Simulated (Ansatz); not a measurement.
# AlBH4OSe: the cost of one run

All numbers are computed with Ansatz 0.2.0, driven from Python. Level of theory: r2SCAN/def2-SVP.

### 1 Starting point

Bond lengths: O1–Al2 1.780 Å, Al2–B3 2.046 Å, B3–Se4 1.959 Å, O1–H5 0.987 Å, Al2–H6 1.613 Å, B3–H7 1.243 Å, Se4–H8 1.546 Å. Angles: O1–Al2–B3 117.8°, O1–Al2–H6 121.1°, B3–Al2–H6 121.1°, Al2–O1–H5 108.0°, Al2–B3–Se4 123.1°, Al2–B3–H7 119.3°, Se4–B3–H7 117.6°, B3–Se4–H8 89.7°.

No structure file is read: the coordinates are typed or built in the script.

### 2 The script

Input file tae_albh4ose.py:

```python
'''Energy to split AlBH4OSe into its atoms.'''

from collections import Counter

import ansatz as az


def single_point(molecule, charge=0, unpaired=0):
    calc = molecule.calculation().basis(gaussian='def2-SVP').functional('r2scan')
    if charge:
        calc = calc.charge(charge)
    if unpaired:
        calc = calc.spin('collinear', total=unpaired)
    return calc.run(threads=1).report['free_energy_ev']

GEOMETRY = '''
O    -1.63590    1.24540   -0.59980
Al   -0.00260    1.18570    0.10440
B     1.06470   -0.54740   -0.10310
Se    0.38450   -2.11420   -1.06330
H    -2.27790    0.96360    0.09440
H     0.61490    2.45460    0.88490
H     2.20650   -0.61960    0.38180
H    -0.26200   -2.62520    0.24490
'''


def main() -> None:
    mol = az.Crystal.molecule()
    for line in GEOMETRY.strip().splitlines():
        symbol, *xyz = line.split()
        mol = mol.atom(symbol, [float(v) for v in xyz])

    # unpaired electrons of the ground-state atoms
    unpaired = {'O': 2, 'Al': 1, 'B': 1, 'Se': 2, 'H': 1}
    counts = Counter(site.symbol for site in mol.cartesian_sites)
    atom_energy = {s: single_point(az.Crystal.molecule().atom(s, (0, 0, 0)), 0, unpaired[s]) for s in counts}
    whole = single_point(mol, 0, 0)
    for s, e in atom_energy.items():
        print(f'{s:2s} x{counts[s]}  {e:14.5f} eV')
    print(f'AlBH4OSe: {whole:.5f} eV')
    split = sum(counts[s] * e for s, e in atom_energy.items()) - whole
    print(f'atomisation energy (no zero-point term): {split:.3f} eV, {split / sum(counts.values()):.3f} eV an atom')


if __name__ == '__main__':
    main()
```

### 3 The input behind the calls

The engine receives this input (first run):

```yaml
crystal:
  periodic: [false, false, false]
  atoms:
    - { symbol: O, position_ang: [0.0, 0.0, 0.0] }
basis:
  gaussian:
    orbitals: def2-SVP
hamiltonian:
  xc: r2scan
magnetization:
  spin_polarized: true
  initial_magnetization: 2.0
```

### 4 Running it

Run with:

```bash
> python tae_albh4ose.py
```

**Question.** How long does this script take on 1 thread of Arm Neoverse V1, shared host, and how much memory does it need?

About 12 s, with a peak of 0.21 GiB.
